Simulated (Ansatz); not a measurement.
BiTe:

```
CELL_PARAMETERS angstrom
0.00000 3.23500 3.23500
3.23500 0.00000 3.23500
3.23500 3.23500 0.00000
ATOMIC_POSITIONS crystal
Bi 0.00000 0.00000 0.00000
Te 0.50000 0.50000 0.50000
```

```yaml
Program: Ansatz 0.2.0
Task: single point
Functional: PBEsol
Potentials_or_basis: all-electron LAPW, scalar-relativistic
Cutoff: 177 eV (chosen from the basis error)
Basis_error_allowed: 0.001 eV/atom
k_mesh: 7 × 7 × 7
Occupations: fermi-dirac, width 0.05 eV
Spin: no spin polarisation
```

On this cell: pressure -1.5 GPa; largest force zero by symmetry; band gap on the k mesh none (metal or under the smearing width).

The same run follows on a disturbed copy (atoms moved at random, drawn with an rms of 0.05 Å):

```
CELL_PARAMETERS angstrom
0.00000 3.23500 3.23500
3.23500 0.00000 3.23500
3.23500 3.23500 0.00000
ATOMIC_POSITIONS crystal
Bi 0.98294 0.99120 0.02381
Te 0.49611 0.49225 0.50219
```

Task: What does the disturbed cell give?

Result: The energy (extrapolated to zero smearing) moves by +4.8 meV/atom; pressure -1.4 GPa; largest force 0.225 eV/Å; band gap on the k mesh none (metal or under the smearing width).

Forces in eV/Å, atoms in the order of the input:
```
Bi  -0.176 -0.071  0.121
Te   0.176  0.071 -0.121
```

Stress tensor (GPa, compression positive):
```
-1.37 -0.05  0.09
-0.05 -1.43  0.04
 0.09  0.04 -1.41
```

Caveats: spin-orbit coupling is left out, which moves the levels of the heavy elements.
